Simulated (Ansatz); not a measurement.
# GeAsH₃ (singlet): from Hartree-Fock to the top rungs, cc-pVDZ

The task here is to estimate one member of a computed series from the others.

Program: Ansatz 0.2.0, Gaussian basis. Level of theory: cc-pVDZ, core rule «outside noble gas», up to 28 orbitals frozen. These are calculated values, not measurements.

To be run: UHF; CCSD(T) on RHF; BCCD(T) on RHF; CISD; CCSDT(Q) on RHF; CCSDTQ on RHF; CASSCF and MRCISD+Q, 12 electrons in 11 orbitals; CASSCF and NEVPT2, 12 electrons in 11 orbitals.

3 further runs of the same task are left out: 3 set aside as unsound or not needed.

## The system

The geometry is a PBE0/def2-TZVP stationary point (not a proven minimum). No spin-orbit coupling is included. The filled d shell of Ge, As may be among the frozen orbitals whatever the setting's name suggests; the logs give the count.

5 atoms, charge 0, spin multiplicity 1.

Atoms are counted from 1 here; the program's logs count them from 0.

Bond lengths: Ge1–As2 2.251 Å, Ge1–H3 1.846 Å, Ge1–H4 1.555 Å, Ge1–H5 1.555 Å, As2–H3 1.673 Å. Angles: As2–Ge1–H3 46.9°, As2–Ge1–H4 126.3°, As2–Ge1–H5 126.3°, H3–Ge1–H4 108.3°, H3–Ge1–H5 108.3°, H4–Ge1–H5 105.5°, Ge1–As2–H3 53.7°, Ge1–H3–As2 79.4°.

The first run:

Contents of in.yaml:

```yaml
crystal:
  periodic: [false, false, false]
  atoms:
    - {symbol: Ge, position_ang: [-0.018407, 0.000000, 1.115960]}
    - {symbol: As, position_ang: [-0.004730, 0.000000, -1.134971]}
    - {symbol: H, position_ang: [1.337856, 0.000000, -0.136995]}
    - {symbol: H, position_ang: [0.170146, 1.237454, 2.038120]}
    - {symbol: H, position_ang: [0.170145, -1.237455, 2.038119]}
basis:
  gaussian: {orbitals: cc-pVDZ}
magnetization: {spin_polarized: true, initial_magnetization: 0}
hamiltonian: {xc: hf}
output: {orbitals: {seedname: orbitals}}
```

Started as:

```console
$ ansatz run in.yaml --threads 1 --pin off --events-out ev --progress --plain --max-ram 2816MiB --backend cpu
```

Among the steps run: UHF; CCSD(T) on RHF; BCCD(T) on RHF; CISD; CCSDT(Q) on RHF; CCSDTQ on RHF; CASSCF and MRCISD+Q, 12 electrons in 11 orbitals; CASSCF and NEVPT2, 12 electrons in 11 orbitals.

One of the session's tables, all rows but one given; the rest of the session is left out.

| method | from RCCSDTQ (kcal/mol) |
| --- | --- |
| RHF | +152.60 |
| RMP2 | +28.13 |
| CISD | +19.53 |
| RCCSD | ? |
| RCCSD(T) | +1.05 |
| BCCD(T) | +1.02 |
| RCCSDT | +0.35 |
| RCCSDT(Q) | +0.01 |
| RCCSDTQ | 0 |
| CASSCF valence | +98.55 |
| NEVPT2 valence | +22.89 |
| MRCISD valence | +7.46 |
| MRCISD+Q valence | +0.29 |

**Question.** Estimate the row for RCCSD.

**Answer.** from RCCSDTQ (kcal/mol): +6.18. In the column «from RCCSDTQ (kcal/mol)» it lies between RCCSD(T) (+1.05) and MRCISD valence (+7.46).
